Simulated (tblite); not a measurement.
# C5H14SeSi: the cost of one run

The runs use tblite 0.8.0 and PySCF 2.14.0, with density-fitted response routines of our own; the level of theory stands in each step. All values are computed, except where a source is named. Atoms count from 0, in the outputs and in this text.

**1. The starting structure**

21 atoms, charge 0, multiplicity 1; geometry from: force field or distance geometry start.

Bonds of the start (Å): C0–C1 1.51, C1–Se2 1.94, Se2–C3 1.95, C3–C4 1.53, C3–Si5 1.86, Si5–C6 1.86, C0–H7 1.11, C0–H8 1.12, C0–H9 1.13, C1–H10 1.11, C1–H11 1.10, C3–H12 1.09, C4–H13 1.11, C4–H14 1.10, C4–H15 1.11, Si5–H16 1.48, Si5–H17 1.48, C6–H18 1.11, C6–H19 1.10, C6–H20 1.12.

**2. Optimising the geometry with GFN2-xTB**

The job: settings as JSON, then the geometry in Å.

```
{"job": {"kind": "relax", "xc": "GFN2-xTB", "basis": "xTB"}, "charge": 0, "multiplicity": 1}
C     -3.401400    -0.964400     0.011800
C     -2.406900     0.177300     0.048400
Se    -0.907400    -0.097800    -1.146100
C      0.738100     0.703400    -0.486600
C      0.309600     1.687500     0.599700
Si     1.701700    -0.691500     0.285900
C      3.503000    -0.689000    -0.182000
H     -3.522800    -1.242700    -1.050900
H     -2.963800    -1.815500     0.587100
H     -4.372100    -0.629000     0.477500
H     -2.018700     0.278600     1.081800
H     -2.953500     1.111100    -0.170400
H      1.264800     1.190200    -1.307700
H     -0.437100     2.405400     0.188900
H     -0.120100     1.109500     1.437000
H      1.214200     2.212500     0.977600
H      1.517100    -0.600200     1.752400
H      1.124400    -1.959700    -0.212500
H      3.708600    -1.279200    -1.096400
H      3.947700     0.310100    -0.278000
H      4.065700    -1.199800     0.636700
```

The run is started by

```console
> OMP_NUM_THREADS=1 python probes_run.py task.json out
```

One launch serves the whole session: the jobs run in the order shown.

Q: Estimate the wall time and peak memory of this first job on 1 thread of Arm Neoverse N1, shared host.

About 3.2 s, with a peak of 0.18 GiB.
